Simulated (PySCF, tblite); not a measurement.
# B9N9H14: electronic excitations, NMR shifts

What do calculations give for the electronic excitations, NMR shifts of B9N9H14?

Programs: tblite 0.8.0 and PySCF 2.14.0, with routines of our own; each step states its level. All values are computed. Atoms count from 0.

### Step 1. The system as given

32 atoms, charge 0, multiplicity 1; geometry from: force field, distance geometry or constructed start.

### Step 2. Geometry optimisation with GFN2-xTB

The job: settings as JSON, then the geometry in Å.

```
{"job": {"kind": "relax", "xc": "GFN2-xTB", "basis": "xTB"}, "charge": 0, "multiplicity": 1}
B      2.551300     0.333400     0.768100
N      2.012900     1.657600     0.643700
B      1.575800     2.079600    -0.658000
N      0.228800     2.560100    -0.784300
B     -0.585700     2.450200     0.415900
N     -1.766400     1.654500     0.290800
B     -2.086500     1.131300    -1.019500
N     -2.263900    -0.278500    -1.133800
B     -2.160800     0.936200     1.483600
N     -2.226700    -0.483600     1.366500
B     -1.995900    -1.056400     0.053200
N     -0.969400    -2.041400    -0.063800
B     -0.388600    -2.244300    -1.368400
N      1.034200    -2.124900    -1.495100
B     -0.184200    -2.274700     1.127000
N      1.218000    -2.038800     1.014100
B      1.731400    -1.692000    -0.301000
N      2.475700    -0.486200    -0.421900
H      3.008300    -0.058700     1.771400
H      1.954800     2.287500     1.477000
H      2.281400     2.043800    -1.584200
H     -0.140200     2.953000    -1.666500
H     -0.291900     2.991500     1.418300
H     -2.200100     1.831100    -1.944400
H     -2.576000    -0.722600    -2.022600
H     -2.428100     1.488500     2.485700
H     -2.425000    -1.082400     2.187900
H     -1.052800    -2.499900    -2.298900
H      1.531800    -2.332700    -2.382600
H     -0.665200    -2.648200     2.129400
H      1.854400    -2.109300     1.830400
H      2.939500    -0.204300    -1.308900
```

The run is started by

```sh
> OMP_NUM_THREADS=1 python large_run.py task.json out
```

This one command runs all jobs of the session in turn.

What it wrote:

```text
step      E/eV     max force
  0   -1226.63689    2.259
  1   -1227.10933    1.223
  2   -1227.29935    1.038
  3   -1227.51964    0.831
  4   -1227.61008    0.529
  5   -1227.65381    0.554
  6   -1227.71082    0.484
  7   -1227.75570    0.379
  8   -1227.78157    0.294
  9   -1227.79555    0.191
 10   -1227.80658    0.223
 11   -1227.81810    0.240
 12   -1227.82740    0.187
 13   -1227.83375    0.172
 14   -1227.83890    0.150
 15   -1227.84372    0.153
 16   -1227.84747    0.118
 17   -1227.85010    0.110
 18   -1227.85239    0.105
 19   -1227.85507    0.112
 20   -1227.85792    0.108
 21   -1227.86033    0.081
 22   -1227.86211    0.085
 23   -1227.86348    0.070
 24   -1227.86453    0.070
 25   -1227.86534    0.052
 26   -1227.86605    0.053
 27   -1227.86687    0.061
 28   -1227.86790    0.070
 29   -1227.86894    0.067
 30   -1227.86977    0.061
 31   -1227.87040    0.050
 32   -1227.87095    0.048
 33   -1227.87142    0.046
 34   -1227.87176    0.039
 35   -1227.87202    0.036
 36   -1227.87231    0.032
 37   -1227.87272    0.044
 38   -1227.87321    0.048
 39   -1227.87366    0.037
 40   -1227.87399    0.038
 41   -1227.87427    0.045
 42   -1227.87457    0.055
 43   -1227.87484    0.043
 44   -1227.87502    0.023
 45   -1227.87515    0.022
 46   -1227.87528    0.027
 47   -1227.87542    0.036
 48   -1227.87556    0.029
 49   -1227.87567    0.023
 50   -1227.87578    0.020
 51   -1227.87588    0.020
```

It took 1.6 s on 1 thread of Arm Neoverse N1, shared host; peak memory 0.17 GiB.

Step by step:

```csv
step,energy from step 0 (eV),largest force (eV/Å)
0,0.0000,2.2589
1,-0.4724,1.2239
2,-0.6625,1.0378
3,-0.8827,0.8308
4,-0.9732,0.5290
5,-1.0169,0.5541
6,-1.0739,0.4842
7,-1.1188,0.3791
8,-1.1447,0.2940
11,-1.1812,0.2401
15,-1.2068,0.1527
18,-1.2155,0.1052
22,-1.2252,0.0845
25,-1.2285,0.0513
29,-1.2321,0.0669
32,-1.2341,0.0482
36,-1.2354,0.0324
39,-1.2368,0.0369
43,-1.2379,0.0428
47,-1.2385,0.0352
48,-1.2387,0.0289
49,-1.2388,0.0235
50,-1.2389,0.0205
51,-1.2390,0.0197
```

Close pairs (by a distance rule), those that changed most:

```csv
bond,before (Å),after (Å),change (Å)
N1–H19,1.046,1.009,-0.037
B2–N3,1.436,1.401,-0.035
N7–H24,1.041,1.007,-0.034
B0–N1,1.435,1.402,-0.033
B12–N13,1.433,1.403,-0.031
N15–H30,1.037,1.007,-0.031
N13–H28,1.038,1.008,-0.030
N17–H31,1.040,1.010,-0.029
```

The next job starts from the end point, and lists it.

### Step 3. Harmonic vibrations with GFN2-xTB

The job: settings as JSON, then the geometry in Å.

```
{"job": {"kind": "ir", "xc": "GFN2-xTB", "basis": "xTB"}, "charge": 0, "multiplicity": 1}
B      2.687871     0.407839     0.750166
N      2.262588     1.717050     0.482800
B      1.592828     2.183680    -0.716895
N      0.293120     2.702535    -0.652399
B     -0.624545     2.512261     0.458869
N     -1.770650     1.708962     0.277352
B     -2.131765     1.150349    -1.015605
N     -2.278272    -0.237347    -1.113423
B     -2.197968     0.944457     1.439914
N     -2.310352    -0.445224     1.289730
B     -1.939378    -1.058711     0.032642
N     -1.032075    -2.150517    -0.070132
B     -0.377977    -2.355926    -1.352856
N      1.005579    -2.135158    -1.420071
B     -0.217362    -2.412658     1.108900
N      1.157858    -2.170920     0.997540
B      1.690259    -1.649710    -0.239055
N      2.628583    -0.591464    -0.298328
H      3.002197     0.095125     1.839250
H      2.089118     2.287913     1.296171
H      2.123706     2.074122    -1.763490
H     -0.165029     2.822510    -1.543876
H     -0.330972     2.902832     1.527106
H     -2.279894     1.841737    -1.956535
H     -2.377997    -0.674379    -2.015245
H     -2.369749     1.464496     2.477134
H     -2.421565    -1.027984     2.103299
H     -0.989984    -2.637254    -2.317336
H      1.473296    -2.126304    -2.313257
H     -0.694929    -2.755750     2.125025
H      1.743994    -2.161225     1.816198
H      2.750430    -0.206374    -1.224582
```

What it wrote:

```text
mode    cm-1     km/mol
  1      51.8      0.19
  2      58.6      0.62
  3      78.6      0.01
  4     115.9      0.08
  5     143.6      1.26
  6     158.2      0.62
  7     161.2      3.20
  8     195.2      2.17
  9     227.1      1.21
 10     254.3      1.80
 11     271.7      1.15
 12     277.3      0.41
 13     301.1      0.26
 14     317.9      2.90
 15     345.1      3.79
 16     353.2      4.56
 17     398.1      7.48
 18     407.1      4.82
 19     430.8     18.53
 20     433.5      5.82
 21     484.1     16.35
 22     488.6      3.35
 23     498.4      0.09
 24     526.2      3.68
 25     560.6     41.73
 26     566.4     31.42
 27     620.3     65.08
 28     626.5     12.65
 29     632.7     41.64
 30     633.9     10.62
 31     656.4     84.17
 32     669.2    108.87
 33     673.5     25.09
 34     713.4    127.67
 35     738.3     97.26
 36     751.8     47.84
 37     768.7     79.86
 38     780.6    124.34
 39     786.5    146.24
 40     787.3    183.77
 41     789.4     84.51
 42     803.4     22.85
 43     820.0     33.75
 44     829.0      9.14
 45     855.8     15.39
 46     905.8     10.25
 47     914.8      7.97
 48     969.3      1.27
 49     976.4      2.48
 50     979.3      5.85
 51    1022.4      8.10
 52    1026.3     20.48
 53    1045.0     19.85
 54    1058.5     10.03
 55    1085.1      1.29
 56    1093.2     26.47
 57    1102.7     33.75
 58    1131.6     22.91
 59    1148.2      8.98
 60    1188.8      6.58
 61    1192.4     11.21
 62    1202.7     25.96
 63    1223.9     14.68
 64    1228.5     86.27
 65    1248.5     48.59
 66    1255.4      7.69
 67    1270.3      6.87
 68    1274.4    200.48
 69    1290.7    216.77
 70    1303.9    399.28
 71    1322.9     68.29
 72    1334.1    190.74
 73    1363.9    619.18
 74    1378.2    556.56
 75    1404.4   1403.22
 76    1420.6   1315.97
 77    2539.2    188.32
 78    2553.7    194.81
 79    2558.9    321.23
 80    2568.0    136.76
 81    2577.7    103.23
 82    2581.3    196.74
 83    2599.4    293.31
 84    3436.2      1.48
 85    3444.8      0.49
 86    3456.6      0.22
 87    3459.9      2.55
 88    3478.4      0.22
 89    3481.8      0.12
 90    3482.6      0.12
```

Wall time 5.1 s (1 thread of Arm Neoverse N1, shared host); peak memory 0.16 GiB.

Which atoms move in the most intense modes:

```csv
cm⁻¹,km/mol,atoms
1291,216.8,B10 15 %
1304,399.3,"B16 27 %, B14 15 %, H31 14 %"
1364,619.2,"B4 17 %, B10 15 %, N5 15 %, N11 11 %"
1378,556.6,"B0 23 %, N17 16 %, N3 12 %"
1404,1403.2,"B2 17 %, N1 12 %"
1421,1316.0,"B16 17 %, N15 12 %"
2559,321.2,H27 88 %
2599,293.3,H25 85 %
```

### Step 4. Electronic excitations: TDA B3LYP/def2-SVP

Settings changed since step 3:

```diff
@@ -1,2 +1,2 @@
-{"job": {"kind": "ir", "xc": "GFN2-xTB", "basis": "xTB"}, "charge": 0, "multiplicity": 1}
+{"job": {"kind": "uv", "basis": "def2-SVP", "grid": 1, "kgrid": 0, "vcut": 1.5, "nstates": 8, "ntriplets": 3, "tda": true, "delta": ["ip_vertical", "ea_vertical"], "pop": true, "xc": "B3LYP"}, "charge": 0, "multiplicity": 1}
 B      2.687871     0.407839     0.750166
```

Method: TDA B3LYP/def2-SVP, vertical, gas phase, core orbitals frozen in the response, virtual orbitals cut by energy.

What it wrote:

```text
start: PBE on a coarse grid of 26343 points
cycle   1  E = -723.6569928293  dE =  2.439e+00  |g| = 1.131e+00  |ddm| = 6.670e+00
cycle   2  E = -723.0114836816  dE =  6.455e-01  |g| = 2.014e+00  |ddm| = 3.600e+00
cycle   3  E = -723.9544492055  dE = -9.430e-01  |g| = 1.720e-01  |ddm| = 2.509e+00
cycle   4  E = -723.9618724379  dE = -7.423e-03  |g| = 7.084e-02  |ddm| = 2.520e-01
cycle   5  E = -723.9629307745  dE = -1.058e-03  |g| = 2.762e-02  |ddm| = 9.095e-02
cycle   6  E = -723.9630870607  dE = -1.563e-04  |g| = 1.055e-02  |ddm| = 3.398e-02
cycle   7  E = -723.9631135426  dE = -2.648e-05  |g| = 2.328e-03  |ddm| = 1.185e-02
final grid: 115158 points
cycle   8  E = -725.0590844295  dE = -6.519e-03  |g| = 1.077e-01  |ddm| = 2.763e-01
cycle   9  E = -725.0572469852  dE =  1.837e-03  |g| = 1.412e-01  |ddm| = 2.030e-01
cycle  10  E = -725.0614644524  dE = -4.217e-03  |g| = 1.075e-02  |ddm| = 1.187e-01
cycle  11  E = -725.0614933254  dE = -2.887e-05  |g| = 2.670e-03  |ddm| = 1.729e-02
cycle  12  E = -725.0614942949  dE = -9.695e-07  |g| = 9.303e-04  |ddm| = 3.631e-03
cycle  13  E = -725.0614939898  dE =  3.051e-07  |g| = 3.686e-04  |ddm| = 1.123e-03
cycle  14  E = -725.0614942755  dE = -2.857e-07  |g| = 6.812e-05  |ddm| = 3.763e-04
converged SCF energy = -725.0614942755
Vertical ionisation energy (delta-SCF) = 8.2941 eV   <S^2> = 0.761

Static polarisability (au): isotropic 153.895, principal 146.020 155.667 160.000

Singlet excitations
state   eV       nm        f      main configurations
  1   5.3580    231.4   0.00876   H-1->L 0.68, H->L+1 0.26
  2   5.5169    224.7   0.06303   H->L 0.92
  3   5.7459    215.8   0.13406   H->L+1 0.61, H-1->L 0.25
  4   6.0072    206.4   0.07291   H-1->L+1 0.78, H->L+2 0.14
  5   6.1196    202.6   0.01150   H->L+2 0.51, H->L+3 0.20
  6   6.2847    197.3   0.05788   H-1->L+2 0.30, H->L+2 0.24, H->L+3 0.16
  7   6.3254    196.0   0.00783   H-1->L+2 0.39, H->L+3 0.35, H->L+4 0.08
  8   6.4093    193.4   0.00516   H-2->L 0.70

Triplet excitations (Tamm-Dancoff, eV): 5.1139 5.2292 5.3408
```

Wall time 4 min (1 thread of Arm Neoverse N1, shared host); peak memory 0.68 GiB.

The orbitals next to the gap, with their largest atomic shares:

```csv
orbital,eV,atoms
HOMO−4,-8.01,"N7 18 %, N15 16 %, N5 13 %"
HOMO−3,-7.92,"N11 16 %, N3 16 %, N17 15 %"
HOMO−2,-7.64,"N15 21 %, N9 19 %, N7 19 %"
HOMO−1,-6.87,"N3 20 %, N5 16 %, N1 16 %"
HOMO,-6.69,"N17 22 %, N11 21 %, N1 9 %"
LUMO,-0.46,"B4 35 %, B2 19 %, B6 18 %"
LUMO+1,-0.15,"B12 22 %, B16 15 %, B10 12 %"
LUMO+2,0.23,"B6 20 %, B2 19 %, B8 12 %"
LUMO+3,0.36,"B14 31 %, B8 16 %, B0 8 %"
```

With each of the 8 states as a Gaussian band of 0.4 eV half-width at 1/e, the curve within the window shown has maxima at 213 nm (ε 10,000) L/(mol cm). Beyond the last state computed it falls off for lack of states. The curve at chosen wavelengths:

nm, ε (L/mol/cm) and a bar:
```
      185       1210 ###
      188       2100 ######
      191       3232 #########
      194       4506 #############
      197       5808 #################
      200       7042 #####################
      203       8143 ########################
      206       9057 ###########################
      209       9721 #############################
      212      10070 ##############################
      215      10051 ##############################
      218       9650 #############################
      221       8902 ##########################
      224       7891 #######################
      227       6726 ####################
      230       5519 ################
      233       4366 #############
      236       3336 ##########
      239       2467 #######
      242       1768 #####
      245       1230 ###
      248        832 ##
      251        548 #
      254        353 #
      257        222 
      260        136
```

Ground-state properties from the same run:

```csv
property,computed
dipole moment (D),1.51
polarisability (Å³),22.80
HOMO–LUMO gap (eV),6.23
−ε(HOMO) (eV),6.69
```

### Step 5. NMR shifts: GIAO B97-D/pcSseg-1

Settings changed since step 4:

```diff
@@ -1,2 +1,2 @@
-{"job": {"kind": "uv", "basis": "def2-SVP", "grid": 1, "kgrid": 0, "vcut": 1.5, "nstates": 8, "ntriplets": 3, "tda": true, "delta": ["ip_vertical", "ea_vertical"], "pop": true, "xc": "B3LYP"}, "charge": 0, "multiplicity": 1}
+{"job": {"kind": "nmr", "basis": "pcSseg-1", "pop": false, "xc": "B97-D"}, "charge": 0, "multiplicity": 1}
 B      2.687871     0.407839     0.750166
```

Level: GIAO B97-D/pcSseg-1 NMR shielding, non-relativistic, gas phase.

What it wrote:

```text
start: PBE on a coarse grid of 26343 points
cycle   1  E = -724.1044419710  dE =  2.533e+00  |g| = 1.171e+00  |ddm| = 5.339e+00
cycle   2  E = -723.4387861591  dE =  6.657e-01  |g| = 2.076e+00  |ddm| = 2.935e+00
cycle   3  E = -724.4096213374  dE = -9.708e-01  |g| = 1.838e-01  |ddm| = 2.117e+00
cycle   4  E = -724.4176778754  dE = -8.057e-03  |g| = 7.101e-02  |ddm| = 2.111e-01
cycle   5  E = -724.4186941470  dE = -1.016e-03  |g| = 2.798e-02  |ddm| = 7.469e-02
cycle   6  E = -724.4188431104  dE = -1.490e-04  |g| = 1.133e-02  |ddm| = 2.957e-02
cycle   7  E = -724.4188701485  dE = -2.704e-05  |g| = 2.409e-03  |ddm| = 1.055e-02
final grid: 244020 points
cycle   8  E = -724.9075049812  dE = -1.362e-03  |g| = 1.333e-01  |ddm| = 2.283e-01
cycle   9  E = -724.9004938448  dE =  7.011e-03  |g| = 2.259e-01  |ddm| = 2.305e-01
cycle  10  E = -724.9113319471  dE = -1.084e-02  |g| = 1.744e-02  |ddm| = 1.488e-01
cycle  11  E = -724.9114137204  dE = -8.177e-05  |g| = 4.300e-03  |ddm| = 2.561e-02
cycle  12  E = -724.9114173501  dE = -3.630e-06  |g| = 1.804e-03  |ddm| = 4.565e-03
cycle  13  E = -724.9114171473  dE =  2.028e-07  |g| = 3.585e-04  |ddm| = 1.615e-03
cycle  14  E = -724.9114185965  dE = -1.449e-06  |g| = 1.313e-04  |ddm| = 4.068e-04
cycle  15  E = -724.9114176593  dE =  9.371e-07  |g| = 4.980e-05  |ddm| = 1.247e-04
converged SCF energy = -724.9114176593

GIAO shielding tensors (ppm)
atom      isotropic    diamagn.    paramagn.     s11        s22        s33       span
  0 B       68.036     202.780    -134.745     41.713     55.904    106.490     64.777
  1 N      127.930     333.255    -205.325     32.240    146.243    205.306    173.066
  2 B       67.685     203.068    -135.382     40.924     53.350    108.782     67.859
  3 N      117.604     335.299    -217.695     13.465    135.133    204.214    190.749
  4 B       66.127     203.134    -137.007     42.687     48.566    107.127     64.439
  5 N       79.777     340.577    -260.800     -4.160     17.274    226.218    230.377
  6 B       69.755     205.087    -135.332     40.887     55.536    112.842     71.956
  7 N      119.171     334.645    -215.474     19.256    133.238    205.019    185.763
  8 B       70.399     202.441    -132.042     41.720     61.252    108.225     66.505
  9 N      125.903     333.903    -208.001     30.111    138.679    208.918    178.807
 10 B       76.060     206.232    -130.172     55.106     70.745    102.330     47.224
 11 N      113.135     342.027    -228.892     51.770     57.852    229.783    178.013
 12 B       69.521     204.230    -134.709     40.868     56.029    111.667     70.799
 13 N      126.591     332.539    -205.948     26.860    156.899    196.015    169.154
 14 B       69.720     203.600    -133.880     41.744     56.813    110.602     68.858
 15 N      130.848     332.737    -201.888     34.173    148.714    209.658    175.486
 16 B       75.816     206.532    -130.715     50.605     72.408    104.436     53.830
 17 N      147.667     335.864    -188.197     79.114    147.737    216.152    137.038
 18 H       27.163      35.612      -8.449     25.509     27.324     28.656      3.147
 19 H       27.413      37.048      -9.635     24.139     27.173     30.926      6.787
 20 H       26.990      35.995      -9.005     25.772     27.213     27.986      2.214
 21 H       27.232      38.385     -11.154     24.629     27.407     29.659      5.031
 22 H       26.759      36.458      -9.700     25.253     27.400     27.623      2.369
 23 H       26.841      35.028      -8.187     24.991     27.425     28.108      3.116
 24 H       26.587      37.025     -10.438     23.640     26.320     29.801      6.161
 25 H       27.049      33.248      -6.199     24.918     26.978     29.250      4.331
 26 H       26.662      35.721      -9.059     23.214     26.380     30.391      7.176
 27 H       26.856      34.430      -7.574     24.950     27.084     28.533      3.584
 28 H       26.901      35.540      -8.640     23.694     25.825     31.183      7.489
 29 H       26.914      34.759      -7.845     24.831     27.379     28.532      3.701
 30 H       26.793      36.080      -9.288     23.074     26.105     31.198      8.124
 31 H       28.576      40.951     -12.375     24.786     28.766     32.178      7.392
```

It took 67 s on 1 thread of Arm Neoverse N1, shared host; peak memory 0.61 GiB.

Shifts follow as δ = σ(reference) − σ, with reference shieldings (ppm) from runs at the same level and on the same kind of geometry: $^{1}$H TMS 31.85, $^{15}$N NH3 263.2, $^{11}$B BF3·OEt2 97.6. The references are single molecules in the gas phase, so shifts against H2O, NH3, PH3, H3PO4 or CFCl3 are not on the usual liquid scales and can be off by tens of ppm.

```csv
atoms,environment,σ (ppm),δ (ppm)
H24,hydrogen on a nitrogen bonded to 2 B,26.59,5.26
H26,hydrogen on a nitrogen bonded to 2 B,26.66,5.19
H22,hydrogen on a boron bonded to 2 N,26.76,5.09
H30,hydrogen on a nitrogen bonded to 2 B,26.79,5.06
H23,hydrogen on a boron bonded to 2 N,26.84,5.01
H27,hydrogen on a boron bonded to 2 N,26.86,4.99
H28,hydrogen on a nitrogen bonded to 2 B,26.90,4.95
H29,hydrogen on a boron bonded to 2 N,26.91,4.93
H20,hydrogen on a boron bonded to 2 N,26.99,4.86
H25,hydrogen on a boron bonded to 2 N,27.05,4.80
H18,hydrogen on a boron bonded to 2 N,27.16,4.69
H21,hydrogen on a nitrogen bonded to 2 B,27.23,4.62
H19,hydrogen on a nitrogen bonded to 2 B,27.41,4.44
H31,hydrogen on a nitrogen bonded to 2 B,28.58,3.27
B4,"boron bonded to 2 N, H",66.1,31.5
B2,"boron bonded to 2 N, H",67.7,29.9
B0,"boron bonded to 2 N, H",68.0,29.6
B12,"boron bonded to 2 N, H",69.5,28.1
B14,"boron bonded to 2 N, H",69.7,27.9
B6,"boron bonded to 2 N, H",69.8,27.8
B8,"boron bonded to 2 N, H",70.4,27.2
B16,boron bonded to 3 N,75.8,21.8
B10,boron bonded to 3 N,76.1,21.5
N5,nitrogen bonded to 3 B,79.8,183.4
N11,nitrogen bonded to 3 B,113.1,150.1
N3,"nitrogen bonded to 2 B, H",117.6,145.6
N7,"nitrogen bonded to 2 B, H",119.2,144.0
N9,"nitrogen bonded to 2 B, H",125.9,137.3
N13,"nitrogen bonded to 2 B, H",126.6,136.6
N1,"nitrogen bonded to 2 B, H",127.9,135.3
N15,"nitrogen bonded to 2 B, H",130.8,132.3
N17,"nitrogen bonded to 2 B, H",147.7,115.5
```

Ring of atoms N5, B6, N7, B8, N9, B10: NICS(0) -2.8, NICS(1) -3.2, NICS(1)zz -4.1 ppm (means of both faces).

Ring of atoms N11, B12, N13, B14, N15, B16: NICS(0) -2.6, NICS(1) -3.0, NICS(1)zz -3.7 ppm (means of both faces).

### Step 6. Summary of results

| quantity | value |
| --- | --- |
| strongest single infrared mode (GFN2-xTB) | 1404 cm⁻¹, 1403 km/mol |
| zero-point energy (GFN2-xTB) | 143.8 kcal/mol |
| lowest singlet (B3LYP/def2-SVP) | 5.36 eV (231 nm), f = 0.009 |
| brightest single state of those computed | state 3, 5.75 eV, f = 0.134 |
| lowest triplet | 5.11 eV |
| $^{1}$H shifts against TMS (B97-D/pcSseg-1) | 5.26, 5.19, 5.09, 5.06, 5.01, 4.99, 4.95, 4.93, 4.86, 4.80, 4.69, 4.62, 4.44, 3.27 ppm |
| $^{11}$B shifts against BF3·OEt2 (B97-D/pcSseg-1) | 31.5, 29.9, 29.6, 28.1, 27.9, 27.8, 27.2, 21.8, 21.5 ppm |
| $^{15}$N shifts against NH3 (B97-D/pcSseg-1) | 183.4, 150.1, 145.6, 144.0, 137.3, 136.6, 135.3, 132.3, 115.5 ppm |

What this shows: No mode is imaginary among the 90: a minimum at this level. The strongest single mode, at 1404 cm⁻¹, is spread over many atoms; the largest shares are those of B2, N1. Unscaled tight-binding wavenumbers are off by several per cent, some by more. Its intensities can rank the bands wrongly. The first singlet state (HOMO−1→LUMO 0.68, HOMO→LUMO+1 0.26) lies at 5.36 eV and is weak; of the 8 states computed, the strongest absorption comes from state 3 at 5.75 eV. The lowest triplet lies 0.24 eV below the lowest singlet. At B97-D/pcSseg-1: Shielding is most anisotropic at N5 (span 230 ppm, paramagnetic term -261 ppm).
